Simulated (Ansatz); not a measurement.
# Hf2MgO2: the cost of one run

Method: DFT PBE, scalar-relativistic, plane waves, PAW, in Ansatz 0.2.0.

1 further run of the same task is left out (it didn't finish).

## Step 1: Starting point

Symmetry: P6/mmm, No. 191, hexagonal system. Conventional cell: a = 3.828 Å, b = 3.828 Å, c = 7.211 Å, α = 90.00°, β = 90.00°, γ = 120.00°. Mg (site symmetry 6/mmm) is surrounded by 6 O at 2.21 Å and 2 Hf at 2.48 Å. Hf (site symmetry 6mm) has 1 Hf at 2.25 Å and 1 Mg at 2.48 Å as nearest neighbours. Around O (site symmetry -6m2) lie 3 O at 2.21 Å and 3 Mg at 2.21 Å.

Coordinates:

```cif
data_structure
_symmetry_space_group_name_H-M 'P 1'
_symmetry_Int_Tables_number 1
_cell_length_a 3.8283
_cell_length_b 3.8283
_cell_length_c 7.2110
_cell_angle_alpha 90.000
_cell_angle_beta 90.000
_cell_angle_gamma 120.000
_cell_volume 91.52
loop_
_atom_site_label
_atom_site_type_symbol
_atom_site_fract_x
_atom_site_fract_y
_atom_site_fract_z
_atom_site_occupancy
Mg1 Mg 0.00000 0.00000 0.50000 1
Hf1 Hf 0.00000 0.00000 0.15597 1
Hf2 Hf 0.00000 0.00000 0.84403 1
O1 O 0.33333 0.66667 0.50000 1
O2 O 0.66667 0.33333 0.50000 1
```

A structure generator made this guess: random cell by space group and Wyckoff sites (P6/mmm, No. 191). The dimensions are guesses.

## Step 2: A first look at the guess

Contents of input.yaml:

```yaml
crystal:
  lattice:
    - [3.82830109, 0.0, 0.0]
    - [-1.91415055, 3.315406, 0.0]
    - [0.0, 0.0, 7.21095039]
  atoms:
    - { symbol: Mg, position: [0.0, 0.0, 0.5] }
    - { symbol: Hf, position: [0.0, 0.0, 0.15596542] }
    - { symbol: Hf, position: [0.0, 0.0, 0.84403458] }
    - { symbol: O, position: [0.33333333, 0.66666667, 0.5] }
    - { symbol: O, position: [0.66666667, 0.33333333, 0.5] }
basis:
  ecutwfc: 420
kpoints:
  mp_grid: { grid: [6, 6, 4] }
hamiltonian:
  xc: pbe
scf:
  occupations: { method: gaussian, width: 0.1 }
  lower_state_search: "off"
output:
  forces: true
  stress: true
  eigenvalues: true
```

On the command line:

```bash
$ ansatz run input.yaml --threads 1 --pin off --max-ram 2560MiB --backend cpu --events-out ev --progress --plain --runs-dir out
```

**Question.** How long does this run take on 1 thread of Intel Xeon Platinum 8375C at 2.90GHz (Ice Lake), shared host, and how much memory does it need?

About 4.9 s, with a peak of 0.45 GiB.
